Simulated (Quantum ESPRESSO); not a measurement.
## BiTe in Quantum ESPRESSO: the effect of dispersion

Crystal: BiTe.

```
Bi Te
1.0
     2.42271    1.39875    3.31729
    -2.42271    1.39875    3.31729
     0.00000   -2.79750    3.31729
Bi Te
1 1
Cartesian
  0.0000 0.0000 4.9759
  0.0000 0.0000 0.0000
```

The cell comes from a database or a generator and needn't be the stable form of this composition.

Alike in all runs:

| Quantity | Value |
| --- | --- |
| Program | Quantum ESPRESSO 7.5 |
| Task | phonons |
| Potentials or basis | GBRV 1.5 PBE |
| Cutoff | 612 eV |
| Density cutoff | 4898 eV |
| k mesh | 5 × 5 × 5 |
| Occupations | cold, width 0.2 eV |
| Spin | no spin polarisation |

Each run relaxes the cell or the atoms first.

```csv
dispersion,functional,relaxed volume (Å³/atom),highest phonon frequency (cm⁻¹)
none,PBE,33.30,91
D2,PBE,31.02,91
D3(BJ) two-body,PBE,31.57,103
rVV10,rPW86PBE,?,?
rev-vdW-DF2,rev-vdW-DF2,32.68,96
```

Problem. What does the run with dispersion rVV10 give?

Solution. Relaxed volume 34.50 Å³/atom; highest phonon frequency 90 cm⁻¹.

Caveats: the mesh is thin for the phonons of a metal; pairwise dispersion overbinds metals, which lowers pressure and volume (some runs); the potentials were made for another functional, which shifts forces and pressure (some runs).
